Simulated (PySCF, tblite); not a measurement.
# C₄H₈N₂PSi radical: geometry, infrared bands and EPR parameters

What infrared bands and EPR parameters should C₄H₈N₂PSi radical (`C=NC1=[C]C[Si@]1(N)P`) show?

Computed with tblite 0.8.0 and PySCF 2.14.0, with density-fitted response routines of our own, on a single molecule in the gas phase. Atoms count from 0, in the outputs and in this text.

### Step 1. Starting geometry

16 atoms, charge 0, multiplicity 2; geometry from: force field or distance geometry start.

Bonds of the start (Å): C0–N1 1.30, N1–C2 1.43, C2–C3 1.30, C3–C4 1.46, C4–Si5 1.82, Si5–N6 1.77, Si5–P7 2.19, Si5–C2 1.81, C0–H8 1.07, C0–H9 1.09, C4–H10 1.12, C4–H11 1.11, N6–H12 1.05, N6–H13 1.04, P7–H14 1.46, P7–H15 1.48.

### Step 2. Relaxing the molecule with GFN2-xTB

What the job is given:

```
{"job": {"kind": "relax", "xc": "GFN2-xTB", "basis": "xTB"}, "charge": 0, "multiplicity": 2}
C      3.210800    -0.335500     0.282000
N      2.103800     0.286300     0.573300
C      0.840100    -0.226300     0.132000
C      0.530800    -1.249300    -0.599700
C     -0.921800    -1.253200    -0.712700
Si    -0.894200     0.259100     0.292300
N     -1.667500     0.007000     1.867400
P     -1.331400     2.163500    -0.697700
H      4.128600     0.085400     0.649500
H      3.224000    -1.244900    -0.310500
H     -1.308000    -1.164100    -1.762800
H     -1.396500    -2.117700    -0.197200
H     -1.150000    -0.662800     2.494000
H     -2.635100    -0.378100     1.781700
H     -0.215400     3.084000    -0.477700
H     -2.525800     2.755400    -0.057600
```

Launch:

```console
$ OMP_NUM_THREADS=1 python probes_run.py task.json out
```

The driver reads the jobs from task.json and runs them one after another.

**Question.** This job is followed by: GFN2-xTB harmonic vibrations, gas phase; UKS B3LYP, pcH-1 on C H N P Si, non-relativistic, mean-field spin-orbit, GIAO. What will the session give for the following? strongest single infrared mode (GFN2-xTB); zero-point energy (GFN2-xTB); g(iso) (B3LYP); ⟨S²⟩; largest a(iso) (averaged by class); potential on the surface of density 0.002 e/bohr³, 1st and 99th percentile.

The runs gave:

| quantity | value |
| --- | --- |
| strongest single infrared mode (GFN2-xTB) | 448 cm⁻¹, 184 km/mol |
| zero-point energy (GFN2-xTB) | 68.1 kcal/mol |
| g(iso) (B3LYP) | 2.00139 |
| ⟨S²⟩ | 0.759 (exact 0.75) |
| largest a(iso) (averaged by class) | 29Si on Si5, -269.5 MHz |
| potential on the surface of density 0.002 e/bohr³, 1st and 99th percentile | -1.53 V and 1.70 V |

In words: Over 179 steps the energy fell by 1.351 eV; of the close pairs, C2–Si5 changed most, 1.808 to 1.947 Å. All 42 modes are real, so the xTB geometry is a minimum. The strongest single mode, at 448 cm⁻¹, moves mainly H12 and H13. Unscaled tight-binding wavenumbers are off by several per cent, some by more. Its intensities can rank the bands wrongly. Most of the unpaired spin sits on C3 (0.81 e). The isotropic g lies 0.9 ppt below the free-electron value. The conformer search (at its own cheap level) found a structure 24.8 kcal/mol lower, too far down for a turn about a bond: it may have other bonds, so these spectra needn't be the molecule's.
